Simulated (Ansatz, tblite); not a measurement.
# The cluster In2H2O4: spin-state energies by level

Is the singlet the ground state of the cluster In2H2O4? Other spin states are computed and compared level by level.

The runs use Ansatz 0.2.0, Gaussian basis; as each input shows.

Plan: triplet, at the geometry of the singlet (GFN1-xTB, GFN2-xTB, PBE0-D4/def2-TZVP, PBE-D4/def2-TZVP, r2SCAN-D4/def2-TZVP); the singlet's energies come from earlier runs.

4 further runs of the same task are left out: 1 that didn't finish, 3 set aside as unsound or not needed.

## Step 1: The relaxed structure

The geometry is that of the singlet, from an earlier relaxation (B3LYP-D4/def2-SVP). At that level it is the lowest of the isomers that a small search found.

8 atoms, charge 0, spin multiplicity 1.

Bond lengths: In1–O3 2.051 Å, In1–O4 1.990 Å, In1–O5 2.043 Å, In2–O3 2.050 Å, In2–O5 2.044 Å, In2–O6 1.990 Å, O4–H8 0.970 Å, O6–H7 0.969 Å. Angles: O3–In1–O4 135.3°, O3–In1–O5 88.5°, O4–In1–O5 136.3°, O3–In2–O5 88.5°, O3–In2–O6 135.5°, O5–In2–O6 136.0°, In1–O3–In2 91.3°, In1–O4–H8 109.6°, In1–O5–In2 91.7°, In2–O6–H7 109.7°.

In takes a core potential in the def2 sets. No spin-orbit coupling is included.

## Step 2: Triplet at the fixed geometry, GFN1-xTB

Tight binding, by tblite at 300 K electronic temperature and without a spin-polarisation term:

```python
tblite.interface.Calculator('GFN1-xTB', numbers, positions, charge=0, uhf=2).singlepoint()
```

Energy -617.9072 eV; 0.017 s.

## Step 3: Triplet at the fixed geometry, GFN2-xTB

Tight binding, by tblite at 300 K electronic temperature and without a spin-polarisation term:

```python
tblite.interface.Calculator('GFN2-xTB', numbers, positions, charge=0, uhf=2).singlepoint()
```

Energy -533.9780 eV; 0.023 s.

## Step 4: Triplet at the fixed geometry, PBE0-D4/def2-TZVP

Contents of in.yaml:

```yaml
crystal:
  periodic: [false, false, false]
  atoms:
    - {symbol: In, position_ang: [1.424922, -0.142456, 0.397667]}
    - {symbol: In, position_ang: [-1.481469, 0.077400, 0.063244]}
    - {symbol: O, position_ang: [0.149806, 0.194452, -1.172953]}
    - {symbol: O, position_ang: [3.397585, -0.297578, 0.609326]}
    - {symbol: O, position_ang: [-0.204842, -0.253447, 1.624996]}
    - {symbol: O, position_ang: [-3.452751, 0.219042, -0.168846]}
    - {symbol: H, position_ang: [-3.660406, 0.383833, -1.101391]}
    - {symbol: H, position_ang: [3.827146, -0.181245, -0.252054]}
basis:
  gaussian: {orbitals: def2-TZVP}
magnetization: {spin_polarized: true, initial_magnetization: 2}
hamiltonian: {xc: pbe0, dispersion: d4}
scf: {omitted_lower_state_checks: [starts]}
output: {orbitals: {seedname: orbitals}}
```

The run is started by

```bash
$ ansatz run in.yaml --threads 4 --pin off --events-out ev --progress --plain --max-ram 4787MiB
```

The program printed:

```text
Functional definition: PBE0
  name "PBE0"
  cite "Adamo & Barone, J. Chem. Phys. 110, 6158 (1999) doi:10.1063/1.478522"
  cite "Perdew, Burke & Ernzerhof, Phys. Rev. Lett. 77, 3865 (1996) doi:10.1103/PhysRevLett.77.3865"
  parent pbe
  parameter a = 0.25
  parameter kappa = 0.804
  parameter beta = 0.06672455060314922
  exchange = (1 - a)*pbe_x(kappa = kappa, mu = beta*pi^2/3) + a*exact_x
  correlation = pbe_c(beta = beta)
these checks for a lower state are left out or cut short: starts
1654 factors; their error is unknown
mean field evaluation 1: about -18542.7753 eV, gradient 7.4e1 eV
mean field evaluation 2: about -18467.1884 eV, gradient 1.5e2 eV
mean field evaluation 4: about -18560.4586 eV, gradient 2.0e1 eV
mean field evaluation 8: about -18561.8828 eV, gradient 1.5e-1 eV
mean field evaluation 16: about -18561.9922 eV, gradient 1.1e-3 eV
mean field evaluation 32: about -18561.9922 eV, gradient 4.4e-5 eV
mean field -18561.99223441 eV, -682.1406328444 hartree, gradient 8.1e-6 eV, S^2 2.016562; 0 other end points of the search recorded, 0 dependent functions left out
reference -18561.99228750 eV, -682.1406347954 hartree; 39, 37 occupied and 197, 199 virtual orbitals, 1654 factors
Total energy: -18562.15344379 eV, -682.1465571797 hartree
Checks for a lower state left out: starts
```

Run time: 48 s. Hardware: 4 threads of Intel Xeon at 2.50GHz, shared host; peak memory 1.5 GiB.

From the report: HOMO -4.71 eV, LUMO -5.32 eV (over both spins; with the spin held, an empty level of the minority spin lies below the top filled one); ⟨S²⟩ 2.017 (pure: 2.00).

## Step 5: Triplet at the fixed geometry, PBE-D4/def2-TZVP

start.molden holds the orbitals of an earlier run on this state, given as this run's starting guess.

in.yaml: that of step 4 with these lines changed.

```diff
@@ -12,5 +12,5 @@
 basis:
-  gaussian: {orbitals: def2-TZVP}
+  gaussian: {orbitals: def2-TZVP, initial_orbitals: start.molden}
 magnetization: {spin_polarized: true, initial_magnetization: 2}
-hamiltonian: {xc: pbe0, dispersion: d4}
+hamiltonian: {xc: pbe, dispersion: d4}
 scf: {omitted_lower_state_checks: [starts]}
```

Launched as before.

The program printed:

```text
Functional definition: PBE
  name "PBE"
  cite "Perdew, Burke & Ernzerhof, Phys. Rev. Lett. 77, 3865 (1996) doi:10.1103/PhysRevLett.77.3865"
  parent pbe
  parameter kappa = 0.804
  parameter beta = 0.06672455060314922
  exchange = pbe_x(kappa = kappa, mu = beta*pi^2/3)
  correlation = pbe_c(beta = beta)
these checks for a lower state are left out or cut short: starts
1468 factors; their error is unknown
mean field evaluation 1: about -18562.7705 eV, gradient 8.2e0 eV
mean field evaluation 2: about -18563.0266 eV, gradient 3.3e-1 eV
mean field evaluation 4: about -18563.0210 eV, gradient 2.2e-1 eV
mean field evaluation 8: about -18563.0211 eV, gradient 1.8e-5 eV
mean field evaluation 16: about -18563.0211 eV, gradient 5.6e-6 eV
mean field -18563.02112357 eV, -682.1784438236 hartree, gradient 5.6e-6 eV, S^2 2.005532; 0 other end points of the search recorded, 0 dependent functions left out
reference -18563.02119763 eV, -682.1784465452 hartree; 39, 37 occupied and 197, 199 virtual orbitals, 1468 factors
Total energy: -18563.20924620 eV, -682.1853572027 hartree
Checks for a lower state left out: starts
```

Run time: 11 s. Hardware: 4 threads of Intel Xeon at 2.50GHz, shared host.

HOMO -4.08 eV, LUMO -6.67 eV (over both spins; with the spin held, an empty level of the minority spin lies below the top filled one); ⟨S²⟩ 2.006 (pure: 2.00).

## Step 6: Triplet at the fixed geometry, r2SCAN-D4/def2-TZVP

in.yaml: that of step 5 with these lines changed.

```diff
@@ -14,3 +14,3 @@
 magnetization: {spin_polarized: true, initial_magnetization: 2}
-hamiltonian: {xc: pbe, dispersion: d4}
+hamiltonian: {xc: r2scan, dispersion: d4}
 scf: {omitted_lower_state_checks: [starts]}
```

Launched as before.

The program printed:

```text
Functional definition: r2SCAN
  name "r2SCAN"
  cite "Furness, Kaplan, Ning, Perdew & Sun, J. Phys. Chem. Lett. 11, 8208 (2020) doi:10.1021/acs.jpclett.0c02405"
  cite "Furness, Kaplan, Ning, Perdew & Sun, J. Phys. Chem. Lett. 11, 9248 (2020) doi:10.1021/acs.jpclett.0c03077"
  parent r2scan
  parameter k0 = 0.174
  parameter k1 = 0.065
  parameter a1 = 4.9479
  exchange = r2scan_x(k0 = k0, k1 = k1, a1 = a1)
  correlation = r2scan_c
these checks for a lower state are left out or cut short: starts
1468 factors; their error is unknown
mean field evaluation 1: about -18571.0190 eV, gradient 4.9e0 eV
mean field evaluation 2: about -18571.0998 eV, gradient 1.1e-1 eV
mean field evaluation 4: about -18571.0986 eV, gradient 1.6e-3 eV
mean field evaluation 8: about -18571.0986 eV, gradient 6.3e-5 eV
mean field -18571.09856873 eV, -682.4752844579 hartree, gradient 9.6e-6 eV, S^2 2.012401; 0 other end points of the search recorded, 0 dependent functions left out
reference -18571.09860008 eV, -682.4752856103 hartree; 39, 37 occupied and 197, 199 virtual orbitals, 1468 factors
Total energy: -18571.14223175 eV, -682.4768890444 hartree
Checks for a lower state left out: starts
```

Wall time 21 s (4 threads of Intel Xeon at 2.50GHz, shared host).

HOMO -4.15 eV, LUMO -6.26 eV (over both spins; with the spin held, an empty level of the minority spin lies below the top filled one); ⟨S²⟩ 2.012 (pure: 2.00).

## Step 7: Triplet less singlet, vertical

The singlet's energies are those of its earlier runs, whose logs aren't repeated here.

| level | triplet less singlet, vertical (kJ/mol) | time |
| --- | --- | --- |
| GFN1-xTB | +360.0 | 0.041 s |
| GFN2-xTB | +222.6 | 0.046 s |
| PBE-D4/def2-TZVP | +256.3 | 17 s |
| r2SCAN-D4/def2-TZVP | +256.1 | 32 s |
| PBE0-D4/def2-TZVP | +264.3 | 60 s |

Times add the two runs; a level without a time comes out of a correlated run. Tight binding without a spin term can't rank spin states.

## Step 8: Summary of results

```
                                                quantity                                          value
triplet less singlet, vertical, functionals in def2-TZVP  +256.1 (r2SCAN-D4) to +264.3 kJ/mol (PBE0-D4)
```

All functionals put the triplet above the singlet, over a spread of 8.2 kJ/mol. The checks for a lower triplet were left out, so another state of that spin may lie lower. These are electronic energies, without zero-point motion, entropy or surroundings.
